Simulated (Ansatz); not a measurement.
**KRb₂ (quartet): geometry and frequencies at several levels**

An exercise on one series of results from a longer session: the logs are not shown, and one member is left open.

Method: the levels named in each step, in Ansatz 0.2.0.

### The system as given

No two atoms stand within bonding distance.

Coordinates:

```xyz
3

K     3.5469    2.0985   -0.5999
Rb    0.5007   -2.2481    1.7090
Rb   -2.1232    1.2881   -1.4345
```

Set-up of the first run:

File input.yaml:

```yaml
crystal:
  periodic: [false, false, false]
  atoms:
    - { symbol: K, position_ang: [3.30410882, 1.95490301, -0.55883022] }
    - { symbol: Rb, position_ang: [0.68863048, -2.26602295, 1.76817728] }
    - { symbol: Rb, position_ang: [-2.0684193, 1.44965994, -1.53481705] }
magnetization:
  spin_polarized: true
  initial_magnetization: 3
basis:
  gaussian: { orbitals: def2-TZVPP }
hamiltonian:
  xc: pbe0
  dispersion: d4
relax:
  f_tol: 0.002
  max_steps: 150
```

Run with:

```
$ ansatz run input.yaml --threads 2 --pin off --max-ram 5120MiB --backend cpu --events-out ev --progress --plain --runs-dir out
```

Among the steps run: Relaxation, PBE0-D4/def2-TZVPP; Frequencies, PBE0-D4/def2-TZVPP; Relaxation, PBE-D4/def2-TZVPP; Frequencies, PBE-D4/def2-TZVPP; Relaxation, r2SCAN-D4/def2-TZVPP; Frequencies, r2SCAN-D4/def2-TZVPP; Relaxation, B3LYP-D4/def2-TZVPP; Frequencies, B3LYP-D4/def2-TZVPP; Relaxation, B2PLYP/def2-TZVPP.

One table of the session follows, with a row left open; its other results are not shown here.

```
               level  dipole (D)  highest frequency (cm⁻¹)
  PBE0-D4/def2-TZVPP        0.36                        29
   PBE-D4/def2-TZVPP        0.35                        27
r2SCAN-D4/def2-TZVPP        0.39                        27
 B3LYP-D4/def2-TZVPP           ?                         ?
   B2PLYP/def2-TZVPP        0.07                         -
```

Estimate the missing values for B3LYP-D4/def2-TZVPP.

**Answer.** dipole (D): 0.14; highest frequency (cm⁻¹): 28. In the column «dipole (D)» it lies between B2PLYP/def2-TZVPP (0.07) and PBE-D4/def2-TZVPP (0.35).
